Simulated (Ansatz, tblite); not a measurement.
# Si50H54 off sphere (Si50H54): spin states and exact exchange

Aim: set other spin states of Si50H54 off sphere (Si50H54) against its singlet, on many levels of theory.

The runs use Ansatz 0.2.0, Gaussian basis; as each input shows.

The runs, in order: triplet, at the geometry of the singlet (GFN1-xTB, GFN2-xTB, PBE0-D4/def2-SVP, PBE-D4/def2-SVP); the singlet's energies come from earlier runs.

1 further run of the same task is left out (set aside as unsound or not needed).

**1. The structure**

The singlet was relaxed beforehand with PBE-D4/def2-SVP.

104 atoms, charge 0, spin multiplicity 1.

Bond lengths: Si1–Si2 2.354 Å, Si1–Si13 2.351 Å, Si1–H51 1.509 Å, Si1–H52 1.509 Å, Si2–Si4 2.367 Å, Si2–Si6 2.350 Å, Si2–H53 1.512 Å, Si3–Si4 2.351 Å, Si3–Si14 2.353 Å, Si3–H54 1.509 Å, Si3–H55 1.509 Å, Si4–Si8 2.352 Å, Si4–H56 1.511 Å, Si5–Si6 2.363 Å, Si5–Si16 2.347 Å, Si5–H57 1.509 Å, Si5–H58 1.509 Å, Si6–Si7 2.351 Å and more. Angles: Si2–Si1–Si13 108.6°, Si2–Si1–H51 110.7°, Si2–Si1–H52 109.9°, Si13–Si1–H51 110.2°, Si13–Si1–H52 109.1°, H51–Si1–H52 108.3°, Si1–Si2–Si4 110.7°, Si1–Si2–Si6 108.4°, Si1–Si2–H53 110.4°, Si4–Si2–Si6 109.9°, Si4–Si2–H53 108.9°, Si6–Si2–H53 108.5°, Si4–Si3–Si14 108.3°, Si4–Si3–H54 110.9°, Si4–Si3–H55 109.8°, Si14–Si3–H54 110.2°, Si14–Si3–H55 109.2°, H54–Si3–H55 108.4° and more.

**2. Triplet at the fixed geometry, GFN1-xTB**

Tight binding, by tblite at 300 K electronic temperature and without a spin-polarisation term:

```python
tblite.interface.Calculator('GFN1-xTB', numbers, positions, charge=0, uhf=2).singlepoint()
```

Energy -3294.0155 eV; 6 s.

**3. Triplet at the fixed geometry, GFN2-xTB**

Tight binding, by tblite at 300 K electronic temperature and without a spin-polarisation term:

```python
tblite.interface.Calculator('GFN2-xTB', numbers, positions, charge=0, uhf=2).singlepoint()
```

Energy -3076.3192 eV; 23 s.

**4. Triplet at the fixed geometry, PBE0-D4/def2-SVP**

The input, in.yaml:

```yaml
crystal:
  periodic: [false, false, false]
  atoms:
    - {symbol: Si, position_ang: [-1.241335, -5.122874, -1.569086]}
    - {symbol: Si, position_ang: [-3.179494, -4.052664, -0.769634]}
    - {symbol: Si, position_ang: [-1.356552, -5.183284, 2.479770]}
    - {symbol: Si, position_ang: [-3.241870, -4.091112, 1.595922]}
    - {symbol: Si, position_ang: [-3.179711, -1.837110, -3.896611]}
    - {symbol: Si, position_ang: [-3.168471, -1.829887, -1.533752]}
    - {symbol: Si, position_ang: [-5.098459, -0.726462, -0.770513]}
    - {symbol: Si, position_ang: [-3.263099, -1.883457, 2.407555]}
    - {symbol: Si, position_ang: [-5.163488, -0.760366, 1.595099]}
    - {symbol: Si, position_ang: [-5.053985, 1.486575, -1.571417]}
    - {symbol: Si, position_ang: [-5.165148, 1.418986, 2.477779]}
    - {symbol: Si, position_ang: [2.607216, -5.096456, -1.393789]}
    - {symbol: Si, position_ang: [0.640033, -4.044071, -0.660152]}
    - {symbol: Si, position_ang: [0.569751, -4.077127, 1.703644]}
    - {symbol: Si, position_ang: [0.647137, -1.842397, -3.823987]}
    - {symbol: Si, position_ang: [-1.254597, -0.725828, -4.649826]}
    - {symbol: Si, position_ang: [0.645952, -1.836287, -1.460061]}
    - {symbol: Si, position_ang: [-1.272386, -0.735988, -0.672533]}
    - {symbol: Si, position_ang: [0.583807, -1.871823, 2.508185]}
    - {symbol: Si, position_ang: [-1.322527, -0.763935, 1.693343]}
    - {symbol: Si, position_ang: [0.706522, -1.839557, 4.866874]}
    - {symbol: Si, position_ang: [-0.994529, -0.574208, 5.892926]}
    - {symbol: Si, position_ang: [-1.268879, 1.479442, -3.824196]}
    - {symbol: Si, position_ang: [-1.264481, 1.475319, -1.460443]}
    - {symbol: Si, position_ang: [-3.178919, 2.575826, -0.661852]}
    - {symbol: Si, position_ang: [-1.327565, 1.441257, 2.507455]}
    - {symbol: Si, position_ang: [-3.243355, 2.533054, 1.701949]}
    - {symbol: Si, position_ang: [-1.238973, 1.531431, 4.866245]}
    - {symbol: Si, position_ang: [-3.104676, 4.804969, -1.397377]}
    - {symbol: Si, position_ang: [4.559104, -4.002406, -0.656035]}
    - {symbol: Si, position_ang: [4.869914, -3.968125, 1.687008]}
    - {symbol: Si, position_ang: [4.493401, -1.829267, -3.825937]}
    - {symbol: Si, position_ang: [2.567736, -0.743798, -4.623724]}
    - {symbol: Si, position_ang: [4.490387, -1.793386, -1.461139]}
    - {symbol: Si, position_ang: [2.551371, -0.739588, -0.645054]}
    - {symbol: Si, position_ang: [4.457811, -1.803283, 2.524934]}
    - {symbol: Si, position_ang: [2.502329, -0.774690, 1.716476]}
    - {symbol: Si, position_ang: [2.546176, 1.466316, -3.813652]}
    - {symbol: Si, position_ang: [0.643903, 2.591288, -4.624319]}
    - {symbol: Si, position_ang: [2.539847, 1.463236, -1.448033]}
    - {symbol: Si, position_ang: [0.638499, 2.576134, -0.645572]}
    - {symbol: Si, position_ang: [2.486250, 1.433476, 2.524489]}
    - {symbol: Si, position_ang: [0.582928, 2.552653, 1.716013]}
    - {symbol: Si, position_ang: [0.670188, 4.801934, -3.827259]}
    - {symbol: Si, position_ang: [0.697681, 4.781883, -1.462495]}
    - {symbol: Si, position_ang: [-1.180873, 5.947330, -0.659255]}
    - {symbol: Si, position_ang: [0.669970, 4.760401, 2.524441]}
    - {symbol: Si, position_ang: [-0.996842, 6.200400, 1.683753]}
    - {symbol: Si, position_ang: [4.440086, 2.561233, -0.613345]}
    - {symbol: Si, position_ang: [4.415012, 2.545699, 1.756368]}
    - {symbol: H, position_ang: [-1.241152, -6.583026, -1.186473]}
    - {symbol: H, position_ang: [-1.185719, -5.026511, -3.073892]}
    - {symbol: H, position_ang: [-4.417797, -4.736825, -1.302448]}
    - {symbol: H, position_ang: [-1.328181, -6.633254, 2.062566]}
    - {symbol: H, position_ang: [-1.390724, -5.120642, 3.987376]}
    - {symbol: H, position_ang: [-4.504750, -4.791469, 2.041852]}
    - {symbol: H, position_ang: [-3.203348, -3.261818, -4.394455]}
    - {symbol: H, position_ang: [-4.425664, -1.146520, -4.395427]}
    - {symbol: H, position_ang: [-6.310183, -1.456174, -1.303971]}
    - {symbol: H, position_ang: [-3.295330, -1.902191, 3.917157]}
    - {symbol: H, position_ang: [-6.401640, -1.504170, 2.039973]}
    - {symbol: H, position_ang: [-4.941666, 1.484589, -3.076161]}
    - {symbol: H, position_ang: [-6.318137, 2.218139, -1.190603]}
    - {symbol: H, position_ang: [-6.405937, 2.169284, 2.059632]}
    - {symbol: H, position_ang: [-5.128323, 1.359258, 3.985438]}
    - {symbol: H, position_ang: [2.615328, -6.532541, -0.929922]}
    - {symbol: H, position_ang: [2.620174, -5.093657, -2.904237]}
    - {symbol: H, position_ang: [1.793351, -4.795293, 2.222736]}
    - {symbol: H, position_ang: [0.640151, -3.271593, -4.315776]}
    - {symbol: H, position_ang: [-1.186490, -0.686932, -6.159264]}
    - {symbol: H, position_ang: [0.673728, -3.253677, 5.393872]}
    - {symbol: H, position_ang: [2.035478, -1.238933, 5.255000]}
    - {symbol: H, position_ang: [-2.297576, -1.326749, 5.838440]}
    - {symbol: H, position_ang: [-0.637895, -0.367753, 7.345570]}
    - {symbol: H, position_ang: [-2.509233, 2.189041, -4.316637]}
    - {symbol: H, position_ang: [-3.251474, 3.952113, 2.220070]}
    - {symbol: H, position_ang: [-2.480259, 2.210146, 5.392646]}
    - {symbol: H, position_ang: [-0.054506, 2.382199, 5.254613]}
    - {symbol: H, position_ang: [-3.094535, 4.812910, -2.907854]}
    - {symbol: H, position_ang: [-4.344406, 5.531092, -0.935420]}
    - {symbol: H, position_ang: [5.737100, -4.713524, -1.284002]}
    - {symbol: H, position_ang: [4.039691, -5.007793, 2.393310]}
    - {symbol: H, position_ang: [6.323298, -4.283021, 1.952422]}
    - {symbol: H, position_ang: [4.521680, -3.260436, -4.304074]}
    - {symbol: H, position_ang: [5.731523, -1.138001, -4.341137]}
    - {symbol: H, position_ang: [2.535469, -0.724189, -6.134565]}
    - {symbol: H, position_ang: [5.693173, -1.024223, -0.966382]}
    - {symbol: H, position_ang: [4.444115, -1.808335, 4.033473]}
    - {symbol: H, position_ang: [5.619970, -0.947742, 2.079667]}
    - {symbol: H, position_ang: [3.789682, 2.183582, -4.288823]}
    - {symbol: H, position_ang: [0.644732, 2.552988, -6.135160]}
    - {symbol: H, position_ang: [2.448518, 1.411891, 4.035681]}
    - {symbol: H, position_ang: [-0.552967, 5.544829, -4.306432]}
    - {symbol: H, position_ang: [1.890084, 5.525615, -4.341571]}
    - {symbol: H, position_ang: [1.965712, 5.437589, -0.967287]}
    - {symbol: H, position_ang: [-1.206744, 7.322412, -1.288626]}
    - {symbol: H, position_ang: [0.656226, 4.750610, 4.032929]}
    - {symbol: H, position_ang: [1.993510, 5.337289, 2.081563]}
    - {symbol: H, position_ang: [-2.313564, 6.003450, 2.388734]}
    - {symbol: H, position_ang: [-0.541396, 7.616273, 1.948577]}
    - {symbol: H, position_ang: [5.682905, 1.870640, -1.117591]}
    - {symbol: H, position_ang: [4.460938, 3.983127, -1.116943]}
    - {symbol: H, position_ang: [5.648508, 1.848083, 2.272534]}
    - {symbol: H, position_ang: [4.430356, 3.962535, 2.273027]}
basis:
  gaussian: {orbitals: def2-SVP, fitting: {mean_field: def2-universal-jkfit}}
magnetization: {spin_polarized: true, initial_magnetization: 2}
hamiltonian: {xc: pbe0, dispersion: d4}
scf: {omitted_lower_state_checks: [starts]}
output: {orbitals: {seedname: orbitals}}
```

Launch:

```console
$ ansatz run in.yaml --threads 11 --pin off --events-out ev --progress --plain --max-ram 174080MiB --backend cuda --devices 0, --max-vram 75GiB
```

The program printed:

```text
Functional definition: PBE0
  name "PBE0"
  cite "Adamo & Barone, J. Chem. Phys. 110, 6158 (1999) doi:10.1063/1.478522"
  cite "Perdew, Burke & Ernzerhof, Phys. Rev. Lett. 77, 3865 (1996) doi:10.1103/PhysRevLett.77.3865"
  parent pbe
  parameter a = 0.25
  parameter kappa = 0.804
  parameter beta = 0.06672455060314922
  exchange = (1 - a)*pbe_x(kappa = kappa, mu = beta*pi^2/3) + a*exact_x
  correlation = pbe_c(beta = beta)
these checks for a lower state are left out or cut short: starts
7372 factors; integrals over basis functions are off by at most 3.2e-1 eV
mean field evaluation 1: about -394488.9956 eV, gradient 1.9e1 eV
mean field evaluation 2: about -394489.0979 eV, gradient 2.1e1 eV
mean field evaluation 4: about -394491.8316 eV, gradient 4.6e0 eV
mean field evaluation 8: about -394491.9169 eV, gradient 1.1e0 eV
mean field evaluation 16: about -394491.9265 eV, gradient 7.7e-3 eV
mean field evaluation 32: about -394491.9265 eV, gradient 1.5e-4 eV
mean field -394491.92650498 eV, -14497.3109028263 hartree, gradient 6.8e-6 eV, S^2 2.002647; 0 other end points of the search recorded, 0 dependent functions left out
reference -394491.92660331 eV, -14497.3109064400 hartree; 378, 376 occupied and 792, 794 virtual orbitals, 7372 factors
Total energy: -394501.52923583 eV, -14497.6637966760 hartree
Checks for a lower state left out: starts
```

It took 2 min on 1 × H100 with 11 threads of AMD EPYC 7R13, shared host; peak host memory 2.5 GiB.

HOMO -2.88 eV, LUMO -5.68 eV (over both spins; with the spin held, an empty level of the minority spin lies below the top filled one); ⟨S²⟩ 2.003 (pure: 2.00).

**5. Triplet at the fixed geometry, PBE-D4/def2-SVP**

start.molden holds the orbitals of an earlier run on this state, given as this run's starting guess.

in.yaml, as its differences from that of step 4:

```diff
@@ -108,5 +108,5 @@
 basis:
-  gaussian: {orbitals: def2-SVP, fitting: {mean_field: def2-universal-jkfit}}
+  gaussian: {orbitals: def2-SVP, fitting: {mean_field: def2-universal-jkfit}, initial_orbitals: start.molden}
 magnetization: {spin_polarized: true, initial_magnetization: 2}
-hamiltonian: {xc: pbe0, dispersion: d4}
+hamiltonian: {xc: pbe, dispersion: d4}
 scf: {omitted_lower_state_checks: [starts]}
```

Same command.

The program printed:

```text
Functional definition: PBE
  name "PBE"
  cite "Perdew, Burke & Ernzerhof, Phys. Rev. Lett. 77, 3865 (1996) doi:10.1103/PhysRevLett.77.3865"
  parent pbe
  parameter kappa = 0.804
  parameter beta = 0.06672455060314922
  exchange = pbe_x(kappa = kappa, mu = beta*pi^2/3)
  correlation = pbe_c(beta = beta)
these checks for a lower state are left out or cut short: starts
7372 factors; integrals over basis functions are off by at most 3.2e-1 eV
mean field evaluation 1: about -394451.0946 eV, gradient 1.6e1 eV
mean field evaluation 2: about -394452.0600 eV, gradient 9.9e-1 eV
mean field evaluation 4: about -394451.9912 eV, gradient 5.7e-2 eV
mean field evaluation 8: about -394451.9919 eV, gradient 1.7e-4 eV
mean field evaluation 16: about -394451.9919 eV, gradient 2.1e-5 eV
mean field -394451.99188358 eV, -14495.8433325585 hartree, gradient 3.0e-6 eV, S^2 2.000986; 0 other end points of the search recorded, 0 dependent functions left out
reference -394451.99201428 eV, -14495.8433373618 hartree; 378, 376 occupied and 792, 794 virtual orbitals, 7372 factors
Total energy: -394462.36331317 eV, -14496.2244755661 hartree
Checks for a lower state left out: starts
```

It took 33 s on 1 × H100 with 11 threads of AMD EPYC 7R13, shared host; peak host memory 2.3 GiB.

HOMO -2.70 eV, LUMO -5.60 eV (over both spins; with the spin held, an empty level of the minority spin lies below the top filled one); ⟨S²⟩ 2.001 (pure: 2.00).

**6. Triplet less singlet, vertical**

The singlet's energies are those of its earlier runs, whose logs aren't repeated here.

```
           level  triplet less singlet, vertical (eV)     time
        GFN1-xTB                               +2.131     10 s
        GFN2-xTB                               +2.334     39 s
 PBE-D4/def2-SVP                               +2.937     49 s
PBE0-D4/def2-SVP                               +3.636  2.5 min
```

Times add the two runs; a level without a time comes out of a correlated run. Tight binding without a spin term can't rank spin states.

**7. Results**

```
                                               quantity                                   value
triplet less singlet, vertical, functionals in def2-SVP  +2.937 (PBE-D4) to +3.636 eV (PBE0-D4)
```

**Reading.** All functionals put the triplet above the singlet, over a spread of 0.698 eV. The checks for a lower triplet were left out, so another state of that spin may lie lower. These are electronic energies, without zero-point motion, entropy or surroundings.
